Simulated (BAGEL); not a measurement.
# B3LYP/cc-pVDZ (density fitting with cc-pvqz-jkfit) run of CH7NOSi (SMILES CO[SiH2]N)

Aim: the energy change on altering one bond length of CH7NOSi at B3LYP/cc-pVDZ (density fitting with cc-pvqz-jkfit), from 2 runs. 

The calculation is run with BAGEL 1.2.2.

2 further runs of the same task are left out: 2 that didn't finish.

### 1 Starting point

CH7NOSi: 11 atoms, total charge 0, spin state singlet. SMILES: `CO[SiH2]N`. The coordinates come from a PBE0-D4/def2-TZVP relaxation. This is one conformer, not always the lowest.

Bond lengths: C1–O2 1.407 Å, O2–Si3 1.648 Å, Si3–N4 1.701 Å, C1–H5 1.097 Å, C1–H6 1.091 Å, C1–H7 1.097 Å, Si3–H8 1.488 Å, Si3–H9 1.488 Å, N4–H10 1.007 Å, N4–H11 1.007 Å. Some angles: C1–O2–Si3 122.1°, O2–Si3–N4 112.5°, O2–C1–H5 111.7°, O2–C1–H6 108.5°, O2–C1–H7 111.7°, O2–Si3–H8 108.4°, O2–Si3–H9 108.6°, N4–Si3–H8 108.4°, N4–Si3–H9 108.2°, Si3–N4–H10 120.7°.

### 2 The energy at B3LYP/cc-pVDZ (density fitting with cc-pvqz-jkfit)

input.json

```json
{ "bagel" : [

{
  "title" : "molecule",
  "basis" : "cc-pvdz.json",
  "df_basis" : "cc-pvqz-jkfit",
  "angstrom" : true,
  "geometry" : [
    { "atom" : "C", "xyz" : [   -0.655300,    1.711900,    0.500200 ] },
    { "atom" : "O", "xyz" : [   -0.610600,    0.508700,   -0.227100 ] },
    { "atom" : "Si", "xyz" : [    0.533800,   -0.642700,    0.054300 ] },
    { "atom" : "N", "xyz" : [    0.344700,   -2.006900,   -0.943700 ] },
    { "atom" : "H", "xyz" : [    0.258400,    2.302900,    0.362300 ] },
    { "atom" : "H", "xyz" : [   -1.501500,    2.301200,    0.142400 ] },
    { "atom" : "H", "xyz" : [   -0.790700,    1.531800,    1.573800 ] },
    { "atom" : "H", "xyz" : [    0.421900,   -1.079900,    1.472300 ] },
    { "atom" : "H", "xyz" : [    1.874600,   -0.055000,   -0.212100 ] },
    { "atom" : "H", "xyz" : [   -0.403400,   -2.661100,   -0.783300 ] },
    { "atom" : "H", "xyz" : [    0.593600,   -1.968000,   -1.918400 ] }
  ]
},
{
  "title" : "ks",
  "xc_func" : "b3lyp"
},
{
  "title" : "print",
  "file" : "orbitals.molden",
  "orbitals" : true
}

]}
```

The basis set cc-pVDZ is read from a file made from the Basis Set Exchange's data (not shown).

On the command line:

```console
$ BAGEL_NUM_THREADS=1 BAGEL input.json > input.out
```

Output:

```text
* using 1 threads per process

  ===============================================================
  ===============================================================

  *** Geometry ***

  { "atom" : "C", "xyz" : [     -1.238338,      3.235022,      0.945241 ] },
  { "atom" : "O", "xyz" : [     -1.153867,      0.961304,     -0.429157 ] },
  { "atom" : "Si", "xyz" : [      1.008736,     -1.214527,      0.102612 ] },
  { "atom" : "N", "xyz" : [      0.651389,     -3.792491,     -1.783335 ] },
  { "atom" : "H", "xyz" : [      0.488305,      4.351850,      0.684648 ] },
  { "atom" : "H", "xyz" : [     -2.837424,      4.348638,      0.269097 ] },
  { "atom" : "H", "xyz" : [     -1.494206,      2.894682,      2.974051 ] },
  { "atom" : "H", "xyz" : [      0.797275,     -2.040715,      2.782244 ] },
  { "atom" : "H", "xyz" : [      3.542481,     -0.103935,     -0.400811 ] },
  { "atom" : "H", "xyz" : [     -0.762316,     -5.028750,     -1.480222 ] },
  { "atom" : "H", "xyz" : [      1.121741,     -3.718981,     -3.625251 ] },

  Number of auxiliary basis functions:      823

  Since a DF basis is specified, we compute 2- and 3-index integrals:
    o Being stored without compression. Storage requirement is 0.059 GB

  Number of basis functions:       95
  Number of electrons      :       42

    * METHOD: MOLECULE                             0.87

  *** Kohn-Sham DFT ***

    * Removing 20271 points whose weight is below 1.00e-10
    * Grid points: 143695

  === Nuclear Repulsion ===
   180.9155862652

       - DIIS with orbital gradients will be used.

  === KS iteration (b3lyp / cc-pvdz.json) ===
      0       -429.29556941          0.10028647           0.69
      1       -380.12063368          0.16097265           0.66
      2       -411.17236582          0.17977962           0.66
      3       -440.92532572          0.10483834           0.65
      4       -453.73243582          0.07288926           0.65
      5       -460.36422698          0.04565491           0.66
      6       -461.80184274          0.00782690           0.66
      7       -461.81652008          0.00676758           0.66
      8       -461.84429591          0.00290176           0.65
      9       -461.84929748          0.00148429           0.64
     10       -461.85103517          0.00028345           0.66
     11       -461.85107730          0.00006843           0.67
     12       -461.85107989          0.00003259           0.66
     13       -461.85108044          0.00001402           0.66
     14       -461.85108059          0.00000142           0.66
     15       -461.85108059          0.00000084           0.66
     16       -461.85108059          0.00000009           0.67
     17       -461.85108059          0.00000003           0.67
     18       -461.85108059          0.00000001           0.66
     19       -461.85108059          0.00000000           0.66
    * SCF iteration converged.

    * Permanent dipole moment:
           (    0.148461,     0.034956,     0.143243) a.u.

    * METHOD: KS                                  14.22

    * METHOD: PRINT                                0.02

  ===============================================================
```

It took 15 s on 1 thread of Arm Neoverse V1, shared host; peak memory 0.63 GiB.

### 3 The distorted shape at the same level

input.json

```json
{ "bagel" : [

{
  "title" : "molecule",
  "basis" : "cc-pvdz.json",
  "df_basis" : "cc-pvqz-jkfit",
  "angstrom" : true,
  "geometry" : [
    { "atom" : "C", "xyz" : [   -0.779751,    1.692450,    0.987555 ] },
    { "atom" : "O", "xyz" : [   -0.735051,    0.489250,    0.260255 ] },
    { "atom" : "Si", "xyz" : [    0.409349,   -0.662150,    0.541655 ] },
    { "atom" : "N", "xyz" : [    0.220249,   -2.026350,   -0.456345 ] },
    { "atom" : "H", "xyz" : [    0.133949,    2.283450,    0.849655 ] },
    { "atom" : "H", "xyz" : [   -1.625951,    2.281750,    0.629755 ] },
    { "atom" : "H", "xyz" : [   -0.915151,    1.512350,    2.061155 ] },
    { "atom" : "H", "xyz" : [    0.297449,   -1.099350,    1.959655 ] },
    { "atom" : "H", "xyz" : [    1.750149,   -0.074450,    0.275255 ] },
    { "atom" : "H", "xyz" : [   -0.527851,   -2.680550,   -0.295945 ] },
    { "atom" : "H", "xyz" : [    0.593600,   -1.968000,   -1.918400 ] }
  ]
},
{ "title" : "ks", "xc_func" : "b3lyp" },
{ "title" : "print", "file" : "orbitals.molden", "orbitals" : true }

]}
```

The basis set cc-pVDZ is read from a file made from the Basis Set Exchange's data (not shown).

On the command line:

```console
$ BAGEL_NUM_THREADS=1 BAGEL input.json > input.out
```

Output:

```text
* using 1 threads per process

  ===============================================================
  ===============================================================

  *** Geometry ***

  { "atom" : "C", "xyz" : [     -1.473516,      3.198267,      1.866208 ] },
  { "atom" : "O", "xyz" : [     -1.389045,      0.924549,      0.491811 ] },
  { "atom" : "Si", "xyz" : [      0.773557,     -1.251282,      1.023580 ] },
  { "atom" : "N", "xyz" : [      0.416210,     -3.829247,     -0.862367 ] },
  { "atom" : "H", "xyz" : [      0.253127,      4.315095,      1.605615 ] },
  { "atom" : "H", "xyz" : [     -3.072602,      4.311883,      1.190064 ] },
  { "atom" : "H", "xyz" : [     -1.729385,      2.857927,      3.895018 ] },
  { "atom" : "H", "xyz" : [      0.562097,     -2.077470,      3.703211 ] },
  { "atom" : "H", "xyz" : [      3.307302,     -0.140690,      0.520157 ] },
  { "atom" : "H", "xyz" : [     -0.997494,     -5.065505,     -0.559255 ] },
  { "atom" : "H", "xyz" : [      1.121741,     -3.718981,     -3.625251 ] },

  Number of auxiliary basis functions:      823

  Since a DF basis is specified, we compute 2- and 3-index integrals:
    o Being stored without compression. Storage requirement is 0.059 GB

  Number of basis functions:       95
  Number of electrons      :       42

    * METHOD: MOLECULE                             0.86

  *** Kohn-Sham DFT ***

    * Removing 19678 points whose weight is below 1.00e-10
    * Grid points: 144288

  === Nuclear Repulsion ===
   178.9544384219

       - DIIS with orbital gradients will be used.

  === KS iteration (b3lyp / cc-pvdz.json) ===
      0       -429.14095912          0.09921639           0.68
      1       -381.19286172          0.16091895           0.66
      2       -419.92970778          0.15961110           0.65
      3       -444.66368672          0.08988613           0.65
      4       -453.00646873          0.07087466           0.66
      5       -459.47021439          0.05056901           0.67
      6       -461.68544021          0.01044957           0.66
      7       -461.64893227          0.01243508           0.64
      8       -461.75090741          0.00469702           0.65
      9       -461.76187514          0.00287793           0.65
     10       -461.76754501          0.00078987           0.65
     11       -461.76802295          0.00023705           0.64
     12       -461.76806762          0.00005438           0.65
     13       -461.76806934          0.00002827           0.65
     14       -461.76806981          0.00000250           0.66
     15       -461.76806982          0.00000087           0.65
     16       -461.76806982          0.00000020           0.64
     17       -461.76806982          0.00000021           0.65
     18       -461.76806982          0.00000005           0.66
     19       -461.76806982          0.00000001           0.66
     20       -461.76806982          0.00000001           0.65
    * SCF iteration converged.

    * Permanent dipole moment:
           (    0.136355,     0.011778,     0.155186) a.u.

    * METHOD: KS                                  14.78

    * METHOD: PRINT                                0.02

  ===============================================================
```

Wall time 16 s (1 thread of Arm Neoverse V1, shared host); peak memory 0.63 GiB.

### 4 What came out

Level: B3LYP/cc-pVDZ (density fitting with cc-pvqz-jkfit).

| quantity | value |
| --- | --- |
| first shape: total energy | -461.85108 Eh |
| first shape: dipole moment | 0.53 D |
| first shape: HOMO energy | -7.20 eV |
| first shape: LUMO energy | 1.21 eV |
| first shape: HOMO–LUMO gap | 8.41 eV |
| distorted shape: total energy | -461.76807 Eh |
| distorted shape: dipole moment | 0.53 D |
| distorted shape: HOMO energy | -7.06 eV |
| distorted shape: LUMO energy | -1.49 eV |
| distorted shape: HOMO–LUMO gap | 5.57 eV |
| energy change with the N4–H11 bond stretched from 1.007 to 1.510 Å | 2.259 eV |

**Reading.** With the N4–H11 bond stretched from 1.007 to 1.510 Å the energy rises by 2.26 eV (218 kJ/mol). The first shape isn't relaxed at this level, so the change isn't measured from a minimum.
